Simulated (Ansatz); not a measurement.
Working through a single point in a Gaussian basis of CH3NOSi, SMILES N#C[SiH2]O

With the Python package of Ansatz (0.2.0).

Run as a notebook:

```python
from pathlib import Path
import json

import ansatz as az
from ase import Atoms
import numpy as np
```

```python
atoms = Atoms(["N", "C", "Si", "O", "H", "H", "H"], positions=[
    (0.1058, -2.4483, 1.0917),
    (0.1259, -1.3013, 0.7264),
    (0.1934, 0.4791, 0.0978),
    (-0.856, 0.8718, -1.0285),
    (1.5478, 0.7269, -0.5351),
    (0.0906, 1.4547, 1.2331),
    (-1.1463, 0.1491, -1.6311),
])
system = az.Crystal.molecule_from_ase(atoms)
```

```python
calculation = (
    system.calculation()
    .basis(gaussian="pcseg-2")
    .functional("blyp", dispersion="d3bj")
    .forces()
    .orbitals()
)
result = calculation.run(threads=1, backend="cpu", runs_dir="ch3nosi_runs")
report = result.report

report["n_occupied"], report["n_virtual"]
```

    ([19, 19], [147, 147])

```python
print("reference energy %16.6f eV" % report["reference_energy_ev"])
print("total energy     %16.6f eV" % report["free_energy_ev"])
print("occupied orbitals outside the frozen core (up, down):", report["n_occupied"], " frozen:", report["n_frozen"], " virtual:", report["n_virtual"])
```

    reference energy    -12502.487422 eV
    total energy        -12502.759421 eV
    occupied orbitals outside the frozen core (up, down): [19, 19]  frozen: 0  virtual: [147, 147]

```python
field = report["mean_field"]
print("<S^2> =", round(abs(field["state"]["spin_squared"]), 4), " all-electron relativity setting:", field["relativity"])
print("passes:", field["passes"])
if "symmetry" in field:
    print("occupied orbitals by irrep:", field["symmetry"]["occupied"])

symbols = [site.symbol for site in system.cartesian_sites]
forces = np.array(report["forces_ev_ang"])
print("largest force", round(float(np.linalg.norm(forces, axis=1).max()), 4), "eV/A, rms", round(float(np.sqrt((forces ** 2).mean())), 4))
```

    <S^2> = 0.0  all-electron relativity setting: none
    passes: {'evaluations': 16, 'products': 14}
    occupied orbitals by irrep: [{'A': 19}, {'A': 19}]
    largest force 3.863 eV/A, rms 1.4668

```python
charges = report["charge_distribution"]
print("dipole moment", round(4.803205 * float(np.linalg.norm(charges["dipole_moment_e_ang"])), 3), "D")
print("Mulliken:", [(s, round(q, 3)) for s, q in zip(symbols, charges["mulliken_charges_e"])])
```

    dipole moment 2.373 D
    Mulliken: [('N', -0.14), ('C', -0.192), ('Si', 0.832), ('O', -0.46), ('H', -0.137), ('H', -0.119), ('H', 0.215)]

```python
lines = Path(report["orbitals_path"]).read_text().splitlines()
field_of = lambda key: [line.split("=")[1].strip() for line in lines if line.startswith(key)]
orbitals = [(27.211386 * float(e), s, float(n)) for e, s, n in zip(field_of("Ene="), field_of("Spin="), field_of("Occup="))]
homo = max(e for e, _, n in orbitals if n > 0.5)
lumo = min(e for e, _, n in orbitals if n < 0.5)
for e, spin, n in sorted(orbitals):
    if homo - 6 < e < lumo + 5:
        print(f"{spin:6s} {e:10.3f} eV  occupation {n:.0f}")
with open("ch3nosi.json", "w") as handle:
    json.dump({k: report[k] for k in ("free_energy_ev", "reference_energy_ev", "n_occupied", "n_virtual")}, handle, indent=1)
```

    Alpha     -13.527 eV  occupation 2
    Alpha     -10.585 eV  occupation 2
    Alpha     -10.129 eV  occupation 2
    Alpha      -9.736 eV  occupation 2
    Alpha      -8.761 eV  occupation 2
    Alpha      -8.553 eV  occupation 2
    Alpha      -8.531 eV  occupation 2
    Alpha      -7.708 eV  occupation 2
    Alpha      -2.371 eV  occupation 0
    Alpha      -1.882 eV  occupation 0
    Alpha      -0.528 eV  occupation 0
    Alpha       0.119 eV  occupation 0
    Alpha       0.300 eV  occupation 0
    Alpha       0.918 eV  occupation 0
    Alpha       1.965 eV  occupation 0
    Alpha       2.139 eV  occupation 0
    Alpha       2.349 eV  occupation 0

`ch3nosi.json`, as written:
```json
{
 "free_energy_ev": -12502.759421058854,
 "reference_energy_ev": -12502.48742202416,
 "n_occupied": [
  19,
  19
 ],
 "n_virtual": [
  147,
  147
 ]
}
```

Reading the output:
- The settings weren't tested for convergence.
- The geometry is a force-field or estimated start, not a minimum of this method, and the basis set is short of its limit.
- Alpha marks a spatial orbital of a restricted run, filled by both spins.
- Total less reference energy is the dispersion correction.
- Levels such as HOMO and LUMO are orbital energies: with these approximate functionals they aren't the ionisation energy and electron affinity, and their gap isn't the fundamental gap.
- The whole script took 4.7 s on 1 thread of Arm Neoverse V1, with other jobs on the host, peak memory 0.23 GiB.
